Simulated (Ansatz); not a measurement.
# Hf3H2: the cost of one run

Computed with Ansatz 0.2.0 (DFT PBE, scalar-relativistic, plane waves, PAW, unless a step's input says otherwise).

## (1) The system as given

The structure is trigonal, space group P-3m1 (No. 164). Conventional cell: a = 3.718 Å, b = 3.718 Å, c = 5.785 Å, α = 90.00°, β = 90.00°, γ = 120.00°. Around Hf (site symmetry -3m) lie 6 H at 2.57 Å. Around Hf (site symmetry 3m) lie 4 H at 2.24 to 2.31 Å. Around H (site symmetry 3m) lie 7 Hf at 2.24 to 2.57 Å.

Coordinates:

```
Hf H
1.0
     3.71817    0.00000    0.00000
    -1.85908    3.22003    0.00000
     0.00000    0.00000    5.78486
Hf H
3 2
Cartesian
  0.0000 0.0000 0.0000
  0.0000 2.1467 3.7312
  1.8591 1.0733 2.0536
  0.0000 2.1467 1.4173
  1.8591 1.0733 4.3676
```

(A quick probe on a coarse mesh, which set the mesh and smearing, is not shown.)

## (3) A loose first relaxation

File input.yaml:

```yaml
crystal:
  lattice:
    - [3.7181653255, 0.0, 0.0]
    - [-1.8590826627, 3.2200256273, 0.0]
    - [0.0, 0.0, 5.7848612805]
  atoms:
    - { symbol: Hf, position: [0.0, 0.0, 0.0] }
    - { symbol: Hf, position: [0.3333333333, 0.6666666667, 0.645] }
    - { symbol: Hf, position: [0.6666666667, 0.3333333333, 0.355] }
    - { symbol: H, position: [0.3333333333, 0.6666666667, 0.245] }
    - { symbol: H, position: [0.6666666667, 0.3333333333, 0.755] }
basis:
  ecutwfc: 420
kpoints:
  mp_grid: { grid: [6, 6, 4] }
hamiltonian:
  xc: pbe
scf:
  occupations: { method: gaussian, width: 0.1 }
  lower_state_search: "off"
output:
  forces: true
  stress: true
  eigenvalues: true
relax:
  adjacent_minimum: "off"
  f_tol: 0.04
  max_steps: 70
  cell: { stress_tol: 0.4 }
```

Launch:

```
> ansatz run input.yaml --threads 1 --pin off --max-ram 2560MiB --backend cpu --events-out ev --progress --plain --runs-dir out
```

Q: Estimate wall time and peak memory on 1 thread of Arm Neoverse V2, shared host.

About 94 s, with a peak of 0.37 GiB.
